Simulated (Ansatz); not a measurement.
# CH5FNOSTa: vertical ionisation energy

The task here is to estimate one member of a computed series from the others.

Program: Ansatz 0.2.0, Gaussian basis. Level of theory: unrestricted cation, the program's frozen cores in correlated methods. These are calculated values, not measurements.

Plan: UKS PBE-D4/def2-TZVPP; UKS r2SCAN-D4/def2-TZVPP; UKS PBE0-D4/def2-TZVPP; UKS B3LYP-D4/def2-TZVPP; UKS wB97X-V/def2-TZVPP; UKS wB97M-V/def2-TZVPP; UKS B2PLYP/def2-TZVPP; UHF-CCSD(T)/def2-TZVPP; UHF-MP2/def2-QZVPP; extrapolation to the limit; then −ε(HOMO) from the neutral's earlier runs with LDA (SPW92), PBE-D4, revPBE-D4, BLYP-D4, r2SCAN-D4, B97M-V, PBE0-D4, B3LYP-D4, r2SCANh-D4, r2SCAN0-D4, HSE06-D4, BHLYP-D4, CAM-B3LYP-D4, LC-ωPBE, ωB97X-V, ωB97M-V.

## Structure used throughout

All runs share one geometry, relaxed beforehand with PBE0-D4 in a triple-zeta def2 set. Ta takes the def2 core potential; no spin-orbit term is included.

11 atoms, charge 0, spin multiplicity 1.

Atoms are counted from 1 here; the program's logs count them from 0.

Bond lengths: C1–O2 1.403 Å, C1–H7 1.093 Å, C1–H8 1.093 Å, C1–H9 1.092 Å, O2–Ta3 1.866 Å, Ta3–N4 1.964 Å, Ta3–F5 1.884 Å, Ta3–S6 2.166 Å, N4–H10 1.009 Å, N4–H11 1.011 Å. Angles: O2–C1–H7 110.5°, O2–C1–H8 109.4°, O2–C1–H9 109.3°, H7–C1–H8 109.3°, H7–C1–H9 109.4°, H8–C1–H9 109.0°, C1–O2–Ta3 148.0°, O2–Ta3–N4 109.2°, O2–Ta3–F5 108.1°, O2–Ta3–S6 110.6°, N4–Ta3–F5 110.6°, N4–Ta3–S6 106.5°, F5–Ta3–S6 111.9°, Ta3–N4–H10 125.1°, Ta3–N4–H11 124.1°, H10–N4–H11 110.7°.

Set-up of the first run:

in.yaml reads:

```yaml
crystal:
  periodic: [false, false, false]
  atoms:
    - {symbol: C, position_ang: [0.627211, -1.472579, -1.420931]}
    - {symbol: O, position_ang: [-0.206824, -0.634221, -0.665310]}
    - {symbol: Ta, position_ang: [-0.454872, 1.016282, 0.168002]}
    - {symbol: N, position_ang: [-0.526499, 0.751947, 2.112775]}
    - {symbol: F, position_ang: [-2.070311, 1.753041, -0.460814]}
    - {symbol: S, position_ang: [1.230495, 2.323362, -0.212431]}
    - {symbol: H, position_ang: [1.521427, -0.932967, -1.742412]}
    - {symbol: H, position_ang: [0.922553, -2.332769, -0.815075]}
    - {symbol: H, position_ang: [0.081939, -1.827116, -2.298692]}
    - {symbol: H, position_ang: [0.048386, 1.235137, 2.786001]}
    - {symbol: H, position_ang: [-1.108204, 0.062882, 2.569187]}
basis:
  gaussian: {orbitals: def2-TZVPP}
total_charge: 1
magnetization: {spin_polarized: true, initial_magnetization: 1}
hamiltonian: {xc: pbe, dispersion: d4}
```

Command:

```console
$ ansatz run in.yaml --threads 2 --pin off --events-out ev --progress --plain --max-ram 22528MiB --backend cuda --devices 0, --max-vram 18GiB
```

Among the steps run: Cation, UKS PBE-D4/def2-TZVPP; Cation, UKS r2SCAN-D4/def2-TZVPP; Cation, UKS PBE0-D4/def2-TZVPP; Cation, UKS B3LYP-D4/def2-TZVPP; Cation, UKS wB97X-V/def2-TZVPP; Cation, UKS wB97M-V/def2-TZVPP; Cation, UKS B2PLYP (frozen core)/def2-TZVPP; Cation, UHF-CCSD(T)/def2-TZVPP; Cation, UHF-MP2/def2-QZVPP.

One table of the session follows, with a row left open; its other results are not shown here.

For comparison, −ε(HOMO) of the neutral from earlier runs:

| functional | −ε(HOMO) (eV) |
| --- | --- |
| LDA (SPW92) | 6.39 |
| PBE-D4 | 6.21 |
| revPBE-D4 | 6.15 |
| BLYP-D4 | 6.03 |
| r2SCAN-D4 | ? |
| B97M-V | 6.52 |
| PBE0-D4 | 7.40 |
| B3LYP-D4 | 7.14 |
| r2SCANh-D4 | 6.93 |
| r2SCAN0-D4 | 7.59 |
| HSE06-D4 | 7.00 |
| BHLYP-D4 | 8.39 |
| CAM-B3LYP-D4 | 8.64 |
| LC-ωPBE | 9.97 |
| ωB97X-V | 9.65 |
| ωB97M-V | 9.51 |

Q: Estimate the row for r2SCAN-D4 from the others.

Worked estimate for «−ε(HOMO) (eV)». Against the share of exact exchange, r2SCANh-D4 (0.1, 6.93), r2SCAN0-D4 (0.25, 7.59) give a slope of 4.40 per unit share; at 0 the line stands at 6.49.

As computed: −ε(HOMO) (eV): 6.50. In «−ε(HOMO) (eV)» the line misses by -0.01.
